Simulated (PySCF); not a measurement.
**BiO+: from the state search to spectroscopic constants**

One job finds the state of BiO+, follows it along the bond with each method and fits the curves.

Computed with PySCF 2.14.0. Level: Bi def2-SVPD with ECP60, O def2-SVPD, scalar-relativistic core potentials.

## (1) Input

A driver script around PySCF takes these settings:

* atoms: Bi, O
* charge: 1
* basis: Bi def2-SVPD with ECP60, O def2-SVPD
* Hamiltonian: scalar-relativistic core potentials
* basis functions: 55
* electrons treated: 30
* masses in u: 208.9804, 15.9949
* levels: PBE0, PBE, r²SCAN, B2PLYP, PW91, TPSS, HF, MP2, SCS-MP2, CCSD, CCSD(T)
* grid: 80 radial by 434 angular points
* occupations: held fixed by the projection of orbital angular momentum
* dissociation limit: Bi+ + O, each in its ground configuration
* starting distance in angstrom: 2.160
* values of 2S to try: 0, 2, 4

Started as:

```console
OMP_NUM_THREADS=1 python dia.py task.json out
```

Further steps of the session: The PBE0 curve of the state that the search chose; Higher solutions at PBE0; PBE (GGA); r²SCAN (meta-GGA); B2PLYP; PW91 (GGA); TPSS (meta-GGA); RHF; Adding correlation.

What does the calculation give? Wanted: for each run, Re; ωe; De; μ.

**Answer**, as computed:

Lowest PBE0 solution found, without spin–orbit coupling: ¹Σ⁺ (singlet), closed shell. State 2 has its PBE0 minimum 1.59 eV higher. State 3 has its PBE0 minimum 1.90 eV higher. State 4 has its PBE0 minimum 1.97 eV higher, as a spin-mixed determinant (⟨S²⟩ = 1.01), so this is no gap between pure states. The other levels ran on the lowest alone.

```csv
level,Re (Å),ωe (cm⁻¹),De (eV),μ (D)
RHF,1.832,978,-0.327,-4.91
RHF-CCSD,1.892,845,3.46,n/a
PBE,1.913,797,4.98,-3.38
PW91,1.912,799,5.01,-3.38
TPSS,1.907,812,4.59,-3.44
r²SCAN,1.892,839,4.26,-3.56
PBE0,1.878,867,3.87,-3.81
B2PLYP,1.939,711,4.58,-4.53
```

De is counted to Bi+ + O in their ground configurations. A positive dipole points from Bi to O; in an ion it is taken about the centre of mass and does not tell which atom is negative. No constants: RHF-MP2 (the points don't follow one smooth fit); RHF-SCS-MP2 (the points don't follow one smooth fit); RHF-CCSD(T) (the points don't follow one smooth fit).

**Reading.** Bond lengths run from 1.832 Å (RHF) to 1.939 Å (B2PLYP). Among the levels with a De in the table, it runs from -0.327 eV (RHF) to 5.01 eV (PW91).

Correlated steps freeze 5 core orbitals. These are scalar-relativistic numbers at best; spin–orbit coupling would shift them, the dissociation energy most. B2PLYP dipoles, levels and charges come from its SCF part alone. A negative De means that the minimum lies above the separated atoms at that level. T1 is 0.040 near the minimum (highest on the curve 0.101), which may point to more than one leading configuration.
